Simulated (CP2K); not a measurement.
# GeSe (Germanium monoselenide) at PBE0/aug-cc-pVTZ

What is the energy change on altering one bond length of GeSe (Germanium monoselenide) at PBE0/aug-cc-pVTZ? 

The results are computed with CP2K 2026.2.

## 1. The structure to begin with

GeSe has 2 atoms, charge 0, and is taken as a singlet. SMILES: `[Ge-]#[Se+]`. Geometry: the measured bond length.

Bond lengths: Ge1–Se2 2.135 Å.

## 2. A single-point energy at PBE0/aug-cc-pVTZ

The input, job.inp:

```
&FORCE_EVAL
    METHOD Quickstep
    &DFT
        BASIS_SET_FILE_NAME ./aug_cc_pvtz.basis
        POTENTIAL_FILE_NAME POTENTIAL
        CHARGE 0
        MULTIPLICITY 1
        &QS
            METHOD GAPW
            EPS_DEFAULT 1.0E-10
        &END QS
        # plane-wave cutoff in Ry
        &MGRID
            CUTOFF 280
            REL_CUTOFF 50
            NGRIDS 4
        &END MGRID
        # no periodic images
        &POISSON
            PERIODIC NONE
            POISSON_SOLVER MULTIPOLE
        &END POISSON
        &SCF
            SCF_GUESS ATOMIC
            EPS_SCF 1.0E-07
            MAX_SCF 80
            ADDED_MOS 5
            &DIAGONALIZATION
                ALGORITHM STANDARD
            &END DIAGONALIZATION
            &MIXING
                METHOD DIRECT_P_MIXING
                ALPHA 0.4
            &END MIXING
        &END SCF
        &XC
            &XC_FUNCTIONAL
                &HYB_GGA_XC_PBEH
                &END HYB_GGA_XC_PBEH
            &END XC_FUNCTIONAL
            # exact exchange
            &HF
                FRACTION 0.25
                &SCREENING
                    EPS_SCHWARZ 1.0E-10
                    SCREEN_ON_INITIAL_P F
                &END SCREENING
                &INTERACTION_POTENTIAL
                    POTENTIAL_TYPE COULOMB
                &END INTERACTION_POTENTIAL
                &MEMORY
                    MAX_MEMORY 1050
                &END MEMORY
            &END HF
        &END XC
        &PRINT
            &MOMENTS
                PERIODIC F
                REFERENCE COM
                MAX_MOMENT 1
            &END MOMENTS
            &MO ON
                ENERGIES T
                OCCUPATION_NUMBERS T
                NDIGITS 6
                &EACH
                    QS_SCF 0
                &END EACH
                ADD_LAST NUMERIC
            &END MO
            &LOWDIN ON
            &END LOWDIN
            &HIRSHFELD OFF
            &END HIRSHFELD
        &END PRINT
    &END DFT
    &SUBSYS
        &CELL
            ABC [angstrom] 8.6 8.6 10.7
            PERIODIC NONE
        &END CELL
        &COORD
            SCALED T
            Ge   0.50000000   0.50000000   0.40025098
            Se   0.50000000   0.50000000   0.59974902
        &END COORD
        &KIND Ge
            BASIS_SET aug-cc-pVTZ
            POTENTIAL ALL
            LEBEDEV_GRID 194
            RADIAL_GRID 100
        &END KIND
        &KIND Se
            BASIS_SET aug-cc-pVTZ
            POTENTIAL ALL
            LEBEDEV_GRID 194
            RADIAL_GRID 100
        &END KIND
    &END SUBSYS
&END FORCE_EVAL

&GLOBAL
    PROJECT job
    RUN_TYPE ENERGY
    PRINT_LEVEL MEDIUM
&END GLOBAL
```

Command:

```sh
$ OMP_NUM_THREADS=1 cp2k.psmp job.inp > job.out
```

What it wrote:

```text
CP2K| version string:                                       CP2K version 2026.2
[...]
 GLOBAL| Method name                                                        CP2K
[...]
 GLOBAL| Run type                                                         ENERGY
[...]
 DFT| Spin restricted Kohn-Sham (RKS) calculation                            RKS
 DFT| Multiplicity                                                             1
[...]
 DFT| Charge                                                                   0
[...]
 FUNCTIONAL| HYB_GGA_XC_PBEH:
[...]
 QS| Method:                                                                GAPW
[...]
 QS| Density cutoff [a.u.]:                                                140.0
[...]
 QS| Relative density cutoff [a.u.]:                                        25.0
[...]
                             - Atoms:                                          2
[...]
                             - Spherical basis functions:                    118
[...]
 Number of electrons:                                                         66
[...]
     1 P_Mix/Diag. 0.40E+00  500.4     0.87236882     -4478.2544421690 -4.48E+03
[...]
    15 DIIS/Diag.  0.36E-07    1.9     0.00000003     -4478.1319774814  9.09E-13
  *** SCF run converged in    15 steps ***
[...]
  Overlap energy of the core charge distribution:               0.00001512529500
  Self energy of the core charge distribution:              -1174.35017019940392
  Core Hamiltonian energy:                                  -3646.41521075320543
  Hartree energy:                                             133.86250022415567
  Exchange-correlation energy:                                -23.50228391349534
  Hartree-Fock Exchange energy:                               -40.70733306545783
[...]
                     Mulliken Population Analysis
 #  Atom  Element  Kind  Atomic population                           Net charge
       1     Ge       1         31.825227                              0.174773
       2     Se       2         34.174773                             -0.174773
 # Total charge                             66.000000                 -0.000000
[...]
  Dipole moment [Debye]
    X=  0.3608237E-08 Y=  0.3608210E-08 Z= -0.1842800E+01  Total=      1.8428001
 ENERGY| Total FORCE_EVAL ( QS ) energy [hartree]          -4478.131977481412832
[...]
```

It took 8.8 min on 1 thread of Arm Neoverse V1, shared host; peak memory 0.8 GiB.

## 3. The distorted shape

The input, molecule.inp:

```
&global
 project_name molecule
 run_type ENERGY
 print_level MEDIUM
&end

&force_eval
 method QUICKSTEP
 &dft
  basis_set_file_name ./aug_cc_pvtz.basis
  potential_file_name POTENTIAL
  &qs
   method GAPW
   eps_default 1.0E-10
  &end
  &mgrid
   cutoff 280
   rel_cutoff 50
   ngrids 4
  &end
  &poisson
   periodic NONE
   poisson_solver MULTIPOLE
  &end
  &scf
   scf_guess ATOMIC
   eps_scf 1.0E-07
   max_scf 80
   added_mos 5
   &diagonalization
    algorithm STANDARD
   &end
   &mixing
    method DIRECT_P_MIXING
    alpha 0.4
   &end
  &end
  &xc
   &xc_functional
    &hyb_gga_xc_pbeh
    &end
   &end
   &hf
    fraction 0.25
    &screening
     eps_schwarz 1.0E-10
    &end
    &memory
     max_memory 1050
    &end
   &end
  &end
  &print
   &moments
    periodic F
    reference COM
    max_moment 1
   &end
   &mo ON
    energies T
    occupation_numbers T
    ndigits 6
    &each
     qs_scf 0
    &end
    add_last NUMERIC
   &end
   &lowdin ON
   &end
   &hirshfeld OFF
   &end
  &end
 &end
 &subsys
  &cell
   abc 8.6 8.6 11.1
   periodic NONE
  &end
  &coord
   Ge     4.300000     4.300000     4.322600
   Se     4.300000     4.300000     6.777400
  &end
  &kind Ge
   basis_set aug-cc-pVTZ
   potential ALL
   lebedev_grid 194
   radial_grid 100
  &end
  &kind Se
   basis_set aug-cc-pVTZ
   potential ALL
   lebedev_grid 194
   radial_grid 100
  &end
 &end
&end
```

Command:

```sh
$ OMP_NUM_THREADS=1 cp2k.psmp -i molecule.inp > molecule.out 2>&1
```

What it wrote:

```text
CP2K| version string:                                       CP2K version 2026.2
[...]
 GLOBAL| Method name                                                        CP2K
[...]
 GLOBAL| Run type                                                         ENERGY
[...]
 DFT| Spin restricted Kohn-Sham (RKS) calculation                            RKS
 DFT| Multiplicity                                                             1
[...]
 DFT| Charge                                                                   0
[...]
 FUNCTIONAL| HYB_GGA_XC_PBEH:
[...]
 QS| Method:                                                                GAPW
[...]
 QS| Density cutoff [a.u.]:                                                140.0
[...]
 QS| Relative density cutoff [a.u.]:                                        25.0
[...]
                             - Atoms:                                          2
[...]
                             - Spherical basis functions:                    118
[...]
 Number of electrons:                                                         66
[...]
     1 P_Mix/Diag. 0.40E+00  488.2     0.77725578     -4478.0171690813 -4.48E+03
[...]
    20 DIIS/Diag.  0.32E-07    1.9     0.00000006     -4478.1025141904  4.55E-12
  *** SCF run converged in    20 steps ***
[...]
  Overlap energy of the core charge distribution:               0.00000009911385
  Self energy of the core charge distribution:              -1174.35017019940392
  Core Hamiltonian energy:                                  -3646.54938923234386
  Hartree energy:                                             134.01276069334725
  Exchange-correlation energy:                                -23.43437932344359
  Hartree-Fock Exchange energy:                               -40.67979606895382
[...]
                     Mulliken Population Analysis
 #  Atom  Element  Kind  Atomic population                           Net charge
       1     Ge       1         31.660024                              0.339976
       2     Se       2         34.339976                             -0.339976
 # Total charge                             66.000000                 -0.000000
[...]
  Dipole moment [Debye]
    X=  0.6248716E-08 Y=  0.6248679E-08 Z= -0.3213151E+01  Total=      3.2131507
 ENERGY| Total FORCE_EVAL ( QS ) energy [hartree]          -4478.102514190429247
[...]
```

Run time: 8.8 min. Hardware: 1 thread of Arm Neoverse V1, shared host; peak memory 0.83 GiB.

## 4. What came out

At PBE0/aug-cc-pVTZ:

```
                                                           quantity           value
                                          first shape: total energy  -4478.13198 Eh
                                         first shape: dipole moment          1.84 D
                                           first shape: HOMO energy        -7.52 eV
                                           first shape: LUMO energy        -2.39 eV
                                         first shape: HOMO–LUMO gap         5.13 eV
                                      distorted shape: total energy  -4478.10251 Eh
                                     distorted shape: dipole moment          3.21 D
                                       distorted shape: HOMO energy        -6.83 eV
                                       distorted shape: LUMO energy        -3.05 eV
                                     distorted shape: HOMO–LUMO gap         3.77 eV
energy change with the Ge1–Se2 bond stretched from 2.135 to 2.455 Å        0.802 eV
```

In words: With the Ge1–Se2 bond stretched from 2.135 to 2.455 Å the energy rises by 0.80 eV (77.4 kJ/mol). The first shape isn't relaxed at this level, so the change isn't measured from a minimum.
